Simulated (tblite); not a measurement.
# C28H28BNO4P2S: the cost of one run

Programs: tblite 0.8.0 and PySCF 2.14.0, with routines of our own; each step states its level. All values are computed. Atoms count from 0.

## Step 1: The system as given

65 atoms, charge 0, multiplicity 1; geometry from: force field, distance geometry or constructed start.

## Step 2: Geometry optimisation with GFN2-xTB

What the job is given:

```
{"job": {"kind": "relax", "xc": "GFN2-xTB", "basis": "xTB"}, "charge": 0, "multiplicity": 1}
C      5.212800     3.192400     1.706800
B      5.464200     3.105600     0.130300
C      6.862600     3.598300    -0.466300
C      4.353700     2.520600    -0.815900
C      4.470100     2.369300    -2.124600
C      3.280600     1.776900    -2.765000
C      2.307700     1.492100    -1.904400
C      1.018400     0.867600    -2.251500
C      0.502900     0.786600    -3.480600
C     -0.816800     0.129100    -3.514600
C     -1.235500    -0.270900    -2.317500
C     -2.503600    -0.981600    -2.041100
C     -3.547600    -1.037700    -2.864300
C     -4.683100    -1.793500    -2.331900
C     -4.471300    -2.280900    -1.107400
N     -5.429100    -3.057800    -0.341600
C     -5.075600    -3.537000     0.993500
C     -6.750200    -3.365900    -0.909400
P     -2.835100    -1.863800    -0.532200
O     -1.953300    -3.088300    -0.400800
C     -2.821100    -0.817600     0.924600
C     -1.905100    -1.062200     1.958200
C     -1.865800    -0.216500     3.080200
C     -2.748900     0.861100     3.156500
C     -3.655800     1.113400     2.127700
C     -3.698700     0.269900     1.012000
S     -0.061500     0.141400    -1.094200
O      0.529000    -1.076400    -0.438100
O     -0.587800     1.136800    -0.102800
P      2.769300     1.950200    -0.242100
O      1.925900     3.091200     0.272100
C      2.856500     0.564600     0.888300
C      2.028500     0.517500     2.016600
C      2.078500    -0.586400     2.880800
C      2.949600    -1.642600     2.606300
C      3.774900    -1.600400     1.479400
C      3.727800    -0.502100     0.616800
H      4.314400     3.824500     1.897800
H      5.037200     2.172500     2.115000
H      6.075300     3.647300     2.226700
H      7.361400     2.752700    -0.975200
H      6.678100     4.409400    -1.194000
H      7.526300     3.982800     0.331900
H      5.357100     2.646700    -2.690500
H      3.229000     1.576400    -3.821000
H      0.978400     1.185100    -4.368700
H     -1.362300    -0.025200    -4.434500
H     -3.572700    -0.558200    -3.837000
H     -5.604700    -1.919200    -2.881100
H     -4.874200    -2.675000     1.662900
H     -4.174000    -4.189500     0.941000
H     -5.887200    -4.136500     1.444500
H     -6.634300    -3.946000    -1.846200
H     -7.372000    -3.961600    -0.210400
H     -7.290900    -2.418600    -1.121700
H     -1.214200    -1.892300     1.901100
H     -1.155500    -0.414000     3.869000
H     -2.712900     1.525400     4.020300
H     -4.331500     1.953400     2.195300
H     -4.396400     0.476800     0.210500
H      1.338600     1.327200     2.232800
H      1.439300    -0.620100     3.746300
H      2.984400    -2.497100     3.275100
H      4.446700    -2.421100     1.275100
H      4.371100    -0.480000    -0.252700
```

On the command line:

```bash
$ OMP_NUM_THREADS=2 python large_run.py task.json out
```

This one command runs all jobs of the session in turn.

Q: Estimate the wall time and peak memory of this first job on 2 threads of Arm Neoverse N1, shared host.

About 17 s, with a peak of 0.19 GiB.
